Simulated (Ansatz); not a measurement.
# Ta3H: the cost of one run

Computed with Ansatz 0.2.0 (DFT LDA, scalar-relativistic, plane waves, PAW, unless a step's input says otherwise).

5 further runs of the same task are left out: 5 set aside as unsound or not needed. Runs told in other sessions of the task aren't counted.

## (1) The structure to begin with

It takes space group P1 (No. 1, triclinic). The conventional cell has a = 2.927 Å, b = 2.927 Å, c = 21.780 Å, α = 90.00°, β = 90.00°, γ = 120.00°. Around Ta (site symmetry 1) lie 9 Ta at 2.93 Å. Around Ta (site symmetry 1) lie 12 Ta at 2.93 Å. Ta (site symmetry 1) has 1 H at 1.83 Å in its first shell of neighbours. Around H (site symmetry 1) lie 1 Ta at 1.83 Å.

As a file:

```xyz
4
Lattice="2.9274 0.0000 0.0000 -1.4637 2.5352 0.0000 0.0000 0.0000 21.7804" Properties=species:S:1:pos:R:3 pbc="T T T"
Ta    1.4637    0.8451    4.0000
Ta    0.0000    1.6901    6.3902
Ta    0.0000    0.0000    8.7804
H     0.4879    0.0000   10.5404
```

This is the geometry of the first run shown, built on a cell relaxed beforehand with the same method.

## (2) The scan

Atoms count from 1 in the order of the input.

H is moved along a line over the surface and along the normal, above a rigid substrate.

The axes are (1) position of H4 along the first surface vector, from above Ta3: 6 values from 0.00 to 2.44 Å, periodic; (2) height of H4 above the plane of Ta3: 7 values from 0.93 to 3.77 Å.

Nothing else is relaxed. Points are written as (first, second).

## (3) The run at (0.49 Å, 1.76 Å)

The cell repeats along c, and a dipole correction in the vacuum removes the field between the copies.

The input, input.yaml:

```yaml
crystal:
  lattice:
    - [2.9274048678, 0.0, 0.0]
    - [-1.4637024339, 2.5352069827, 0.0]
    - [0.0, 0.0, 21.7804321296]
  atoms:
    - { symbol: Ta, position: [0.6666666667, 0.3333333333, 0.1836510853] }
    - { symbol: Ta, position: [0.3333333333, 0.6666666667, 0.293392529] }
    - { symbol: Ta, position: [0.0, 0.0, 0.4031339726] }
    - { symbol: H, position: [0.1666666667, 0.0, 0.4839404502], spin: 1.0 }
basis:
  ecutwfc: 420
kpoints:
  mp_grid: { grid: [9, 9, 1] }
hamiltonian:
  xc: lda
  pseudopotentials: { kind: paw, azcp: { folder: soft_1 } }
scf:
  occupations: { method: gaussian, width: 0.1 }
output:
  forces: true
  eigenvalues: true
  populations: true
magnetization:
  spin_polarized: true
efield:
  axis: 3
  dipole_correction: true
  ramp_width: 0.04
```

Command:

```bash
ansatz run input.yaml --threads 1 --pin off --max-ram 3072MiB --backend cpu --events-out ev --progress --plain --runs-dir out
```

Q: Estimate wall time and peak memory on 1 thread of Arm Neoverse V2, shared host.

About 58 s, with a peak of 0.48 GiB.
